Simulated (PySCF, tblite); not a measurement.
# C4H7FSeSi: geometry, infrared bands and NMR shifts

What infrared bands and NMR shifts should C4H7FSeSi (`C#CC[SiH2][Se]CF`) show?

Programs: tblite 0.8.0 and PySCF 2.14.0, with density-fitted response routines of our own. Each step states its level of theory. These are calculated values for one molecule in the gas phase, unless marked as measured. Atoms are numbered from 0 throughout.

## (1) The starting structure

14 atoms, charge 0, multiplicity 1; geometry from: force field or distance geometry start.

Bonds of the start (Å): C0–C1 1.19, C1–C2 1.49, C2–Si3 1.87, Si3–Se4 2.29, Se4–C5 1.92, C5–F6 1.40, C0–H7 1.08, C2–H8 1.11, C2–H9 1.10, Si3–H10 1.47, Si3–H11 1.48, C5–H12 1.10, C5–H13 1.10.

## (2) Relaxing the molecule with GFN2-xTB

The job: settings as JSON, then the geometry in Å.

```
{"job": {"kind": "relax", "xc": "GFN2-xTB", "basis": "xTB"}, "charge": 0, "multiplicity": 1}
C     -2.752700     1.185500    -0.342400
C     -2.295700     0.253500     0.241300
C     -1.709200    -0.905300     0.979700
Si     0.036300    -1.078900     0.346200
Se     1.511400     0.178500     1.572400
C      2.781500     0.905900     0.331300
F      3.501400    -0.172900    -0.197200
H     -3.160300     2.029300    -0.873900
H     -2.341600    -1.782500     0.717700
H     -1.710900    -0.636200     2.041300
H      0.462300    -2.482400     0.235300
H      0.022900    -0.518900    -1.020900
H      2.220700     1.334000    -0.507900
H      3.433200     1.690000     0.734900
```

Command:

```bash
> OMP_NUM_THREADS=1 python probes_run.py task.json out
```

The driver reads the jobs from task.json and runs them one after another.

**Question.** This job is followed by: GFN2-xTB harmonic vibrations, gas phase; GIAO PBE0/pcSseg-1 NMR shielding, non-relativistic, gas phase. Predict these results of the whole session: strongest single infrared mode (GFN2-xTB); zero-point energy (GFN2-xTB); ¹³C shifts against TMS (PBE0/pcSseg-1); ¹H shifts against TMS (PBE0/pcSseg-1, means over atoms taken as alike); ²⁹Si shifts against TMS (PBE0/pcSseg-1); ⁷⁷Se shifts against Me2Se (PBE0/pcSseg-1); ¹⁹F shifts against CFCl3 (PBE0/pcSseg-1).

As calculated:

```
                                                              quantity                       value
                             strongest single infrared mode (GFN2-xTB)        657 cm⁻¹, 305 km/mol
                                          zero-point energy (GFN2-xTB)               57.1 kcal/mol
                                ¹³C shifts against TMS (PBE0/pcSseg-1)   90.8, 84.1, 75.6, 2.3 ppm
¹H shifts against TMS (PBE0/pcSseg-1, means over atoms taken as alike)  6.13, 5.20, 2.07, 1.38 ppm
                               ²⁹Si shifts against TMS (PBE0/pcSseg-1)                   -19.5 ppm
                             ⁷⁷Se shifts against Me2Se (PBE0/pcSseg-1)                    -111 ppm
                              ¹⁹F shifts against CFCl3 (PBE0/pcSseg-1)                  -219.8 ppm
```

In words: Over 112 steps the energy fell by 0.362 eV; of the close pairs, C1–C2 changed most, 1.494 to 1.442 Å. All 36 modes are real, so the xTB geometry is a minimum. The strongest single mode, at 657 cm⁻¹, has its largest shares on H7, H11 and H10 (the list is cut at 3 atoms). Unscaled tight-binding wavenumbers are off by several per cent, some by more. Its intensities can rank the bands wrongly. The most deshielded carbon is C5 (sp3 CH2 bonded to F and Se), at 90.8 ppm: pulled downfield by the heteroatom. The most deshielded hydrogen is H12, H13 (mean) (hydrogen on an sp3 CH2 bonded to F and Se), at 6.13 ppm: its carbon carries F, an electronegative neighbour. At PBE0/pcSseg-1: The widest tensor belongs to Se4: span 1230 ppm, with a paramagnetic part of -1133 ppm. Spin-orbit coupling is left out, which matters for shieldings and couplings at and beside the heavy atoms.
